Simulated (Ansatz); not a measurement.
# CH2BrClO: the cost of one run

Computed with Ansatz 0.2.0, Gaussian basis. Level: the settings change from run to run.

## 1. The molecule

The geometry comes from an earlier relaxation with PBE0-D4 in a triple-zeta def2 set; it is a stationary point.

SMILES `OC(Cl)Br`, 6 atoms, charge 0, spin multiplicity 1.

Atoms are counted from 1 here; the program's logs count them from 0.

Bond lengths: O1–C2 1.348 Å, O1–H5 0.965 Å, C2–Cl3 1.781 Å, C2–Br4 1.968 Å, C2–H6 1.085 Å. Angles: C2–O1–H5 109.7°, O1–C2–Cl3 112.9°, O1–C2–Br4 112.3°, O1–C2–H6 109.1°, Cl3–C2–Br4 108.8°, Cl3–C2–H6 107.7°, Br4–C2–H6 105.7°.

## 2. wB97/x2c-TZVPPall

This run has unrestricted orbitals, a grid of angular degree 23, high accuracy.

The input, in.yaml:

```yaml
crystal:
  periodic: [false, false, false]
  atoms:
    - {symbol: O, position_ang: [0.586119, 0.968760, 0.270811]}
    - {symbol: C, position_ang: [-0.157823, -0.154779, 0.235525]}
    - {symbol: Cl, position_ang: [0.815151, -1.620726, -0.043151]}
    - {symbol: Br, position_ang: [-1.578179, -0.066833, -1.123914]}
    - {symbol: H, position_ang: [1.044042, 1.082341, -0.571149]}
    - {symbol: H, position_ang: [-0.667210, -0.272762, 1.185777]}
basis:
  gaussian: {orbitals: x2c-TZVPPall, final_grid: {core_spheres: 8, valence_spheres: 7, degree: 23}}
magnetization: {spin_polarized: true, initial_magnetization: 0}
hamiltonian: {xc: {name: wB97}}
accuracy: high
```

Command:

```sh
ansatz run in.yaml --threads 2 --pin off --events-out ev --progress --plain --max-ram 4352MiB
```

**Question.** How long does this run take on 2 threads of Arm Neoverse V2, shared host, and how much memory does it need?

About 12 s, with a peak of 0.9 GiB.
